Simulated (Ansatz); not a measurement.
**CH₂O₂Si (SMILES OC#[Si]O): single points off equilibrium**

One table from this session's results is given with a row withheld; the runs are named, their logs left out.

Program: Ansatz 0.2.0, Gaussian basis. Level of theory: single points in def2-TZVPP. These are calculated values, not measurements.

Cores are frozen in the correlated methods. B3LYP uses VWN-RPA correlation.

## The starting structure

SMILES `OC#[Si]O`, 6 atoms, charge 0, spin multiplicity 1.

Atoms are counted from 1 here; the program's logs count them from 0.

Bond lengths: O1–C2 1.472 Å, O1–H5 0.932 Å, C2–Si3 1.577 Å, Si3–O4 1.591 Å, O4–H6 1.252 Å. Angles: C2–O1–H5 105.6°, O1–C2–Si3 129.1°, C2–Si3–O4 131.4°, Si3–O4–H6 117.3°.

Coordinates:

```mol
CH2O2Si
  3D, bonds by distance, orders not assigned

  6  5  0  0  0  0  0  0  0  0999 V2000
    1.5625   -0.6672   -1.2001 O   0  0
    0.5291    0.1352   -0.5251 C   0  0
   -0.2618   -0.1776    0.8030 Si  0  0
   -1.5336    0.5191    1.4585 O   0  0
    2.3420   -0.1577   -1.1580 H   0  0
   -2.4382    0.9073    0.6853 H   0  0
  1  2  8  0
  1  5  8  0
  2  3  8  0
  3  4  8  0
  4  6  8  0
M  END
```

The first run:

run/in.yaml

```yaml
crystal:
  periodic: [false, false, false]
  atoms:
    - {symbol: O, position_ang: [1.562500, -0.667200, -1.200100]}
    - {symbol: C, position_ang: [0.529100, 0.135200, -0.525100]}
    - {symbol: Si, position_ang: [-0.261800, -0.177600, 0.803000]}
    - {symbol: O, position_ang: [-1.533600, 0.519100, 1.458500]}
    - {symbol: H, position_ang: [2.342000, -0.157700, -1.158000]}
    - {symbol: H, position_ang: [-2.438200, 0.907300, 0.685300]}
basis:
  gaussian: {orbitals: def2-TZVPP}
correlation: {method: ccsd_t}
output: {forces: true}
```

The command line of these runs was not kept.

Among the steps run: CCSD(T)/def2-TZVPP; PBE0-D4/def2-TZVPP; wB97M-V/def2-TZVPP; r2SCAN-D4/def2-TZVPP; PBE-D4/def2-TZVPP; SPW92/def2-TZVPP; B3LYP-D4/def2-TZVPP.

One of the session's tables, all rows but one given; the rest of the session is left out.

| method | RMS force component (eV/Å) | angle to CCSD(T) forces (°) | dipole (D) |
| --- | --- | --- | --- |
| CCSD(T) | 3.383 | reference | 1.44 |
| PBE0-D4 | 3.441 | 4.8 | 1.38 |
| wB97M-V | ? | ? | ? |
| r2SCAN-D4 | 3.362 | 3.2 | 1.25 |
| PBE-D4 | 3.327 | 4.8 | 1.10 |
| SPW92 | 3.345 | 7.4 | 1.17 |
| B3LYP-D4 | 3.341 | 3.5 | 1.29 |

Estimate the missing values for wB97M-V.

**Answer.** RMS force component (eV/Å): 3.417; angle to CCSD(T) forces (°): 4.1; dipole (D): 1.49. In the column «RMS force component (eV/Å)» it lies between CCSD(T) (3.383) and PBE0-D4 (3.441).
